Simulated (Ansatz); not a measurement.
# CsGa2: the cost of one run

Method: DFT PBE, scalar-relativistic, plane waves, PAW, in Ansatz 0.2.0.

1 further run of the same task is left out (it didn't finish).

## 1. Starting point

It takes space group I4/mmm (No. 139, tetragonal). Conventional cell: a = 3.709 Å, b = 3.709 Å, c = 13.212 Å, α = 90.00°, β = 90.00°, γ = 90.00°. Around Cs (site symmetry 4/mmm) lie 8 Ga at 3.17 Å. Around Ga (site symmetry 4mm) lie 4 Cs at 3.17 Å and 5 Ga at 3.57 to 3.71 Å.

Structure file:

```cif
data_structure
_symmetry_space_group_name_H-M 'P 1'
_symmetry_Int_Tables_number 1
_cell_length_a 7.1075
_cell_length_b 7.1075
_cell_length_c 7.1075
_cell_angle_alpha 149.749
_cell_angle_beta 149.749
_cell_angle_gamma 43.309
_cell_volume 90.88
loop_
_atom_site_label
_atom_site_type_symbol
_atom_site_fract_x
_atom_site_fract_y
_atom_site_fract_z
_atom_site_occupancy
Cs1 Cs 0.00000 0.00000 0.00000 1
Ga1 Ga 0.36500 0.36500 0.00000 1
Ga2 Ga 0.63500 0.63500 0.00000 1
```

This is candidate A: LaI2 type (I4/mmm, No. 139).

(A quick probe on a coarse mesh, which set the mesh and smearing, is not shown.)

## 3. A loose first relaxation (candidate A)

Input file input.yaml:

```yaml
crystal:
  lattice:
    - [-1.8545578132, 1.8545578132, 6.6058573817]
    - [1.8545578132, -1.8545578132, 6.6058573817]
    - [1.8545578132, 1.8545578132, -6.6058573817]
  atoms:
    - { symbol: Cs, position: [0.0, 0.0, 0.0] }
    - { symbol: Ga, position: [0.365, 0.365, 0.0] }
    - { symbol: Ga, position: [0.635, 0.635, 0.0] }
basis:
  ecutwfc: 420
kpoints:
  mp_grid: { grid: [6, 6, 6] }
hamiltonian:
  xc: pbe
scf:
  occupations: { method: gaussian, width: 0.1 }
  lower_state_search: "off"
output:
  forces: true
  stress: true
  eigenvalues: true
relax:
  adjacent_minimum: "off"
  f_tol: 0.04
  max_steps: 70
  cell: { stress_tol: 0.4 }
```

Command:

```bash
$ ansatz run input.yaml --threads 1 --pin off --max-ram 2560MiB --backend cpu --events-out ev --progress --plain --runs-dir out
```

**Question.** How long does this run take on 1 thread of Intel Xeon Platinum 8259CL at 2.50GHz (Skylake/Cascade Lake), shared host, and how much memory does it need?

About 47 s, with a peak of 0.44 GiB.
